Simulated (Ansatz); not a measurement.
Relaxation of a periodic cell of 23 atoms, Si8O14F (host SiO2, host structure P4_2/mnm, dopant F, one O atom removed), cell charge +1, to a largest force component of 0.03 eV/Å in at most 60 steps.

These are results of Ansatz, DFT PBE, scalar-relativistic, plane waves, PAW, not measurements. Settings: PAW set soft_1, cutoff 420 eV, k mesh 2x2x2, gaussian smearing 0.05 eV, no spin polarisation.

```xyz
23
Lattice="-4.1797 -4.1797 0.0000 4.1797 -4.1797 0.0000 0.0000 0.0000 5.3338" Properties=species:S:1:pos:R:3
Si 0.000 -4.180 0.000
Si 2.090 -2.090 1.333
O 1.280 -2.900 0.000
O 0.810 -0.810 1.333
O -1.280 -5.459 0.000
O 3.369 -3.369 1.333
Si 0.000 -4.180 2.667
Si 2.090 -2.090 4.000
O 1.280 -2.900 2.667
O 0.810 -0.810 4.000
O -1.280 -5.459 2.667
O 3.369 -3.369 4.000
Si 0.000 0.000 0.000
Si -2.090 -2.090 1.333
F -1.280 -1.280 0.000
O 0.810 -4.990 1.333
O -0.810 -3.369 1.333
Si 0.000 0.000 2.667
Si -2.090 -2.090 4.000
O -2.900 -2.900 2.667
O 0.810 -4.990 4.000
O -1.280 -1.280 2.667
O -0.810 -3.369 4.000
```

Q: Where does it end, and by what steps?

A: The forces met the threshold. Limits of this set-up: coarse k mesh, no spin, though dangling bonds at a vacancy may carry it, a small cell, in which the defect meets its images, charged cell in a uniform background, uncorrected. After 8 steps the energy has fallen by 1.419 eV; Si13 moved furthest, 0.49 Å. Parted: Si13–F15 (1.81 → 2.40 Å).

```tsv
step	energy less start (eV)	largest force component (eV/Å)	accepted
0	0.0000	2.867	yes
1	-0.7199	1.664	yes
2	-1.1174	0.548	yes
3	-1.1737	0.502	yes
4	-1.3134	0.855	yes
5	-1.3667	0.529	yes
6	-1.4061	0.239	yes
7	-1.4187	0.072	yes
8	-1.4189	0.009	yes
```

```xyz
23
Lattice="-4.1797 -4.1797 0.0000 4.1797 -4.1797 0.0000 0.0000 0.0000 5.3338" Properties=species:S:1:pos:R:3
Si -0.003 -4.183 0.000
Si 2.087 -2.093 1.324
O 1.264 -2.916 0.000
O 0.820 -0.778 1.298
O -1.276 -5.456 0.000
O 3.401 -3.359 1.298
Si -0.019 -4.199 2.667
Si 2.087 -2.093 4.010
O 1.266 -2.914 2.667
O 0.820 -0.778 4.036
O -1.280 -5.460 2.667
O 3.401 -3.359 4.036
Si 0.347 0.347 0.000
Si -2.154 -2.154 1.367
F -1.348 -1.348 0.000
O 0.815 -5.027 1.314
O -0.848 -3.365 1.314
Si -0.047 -0.047 2.667
Si -2.154 -2.154 3.967
O -2.942 -2.942 2.667
O 0.815 -5.027 4.020
O -1.304 -1.304 2.667
O -0.848 -3.365 4.020
```

Time of the run: 42 s on 1 thread of Arm Neoverse V2, on a shared host, peak memory 0.45 GiB.
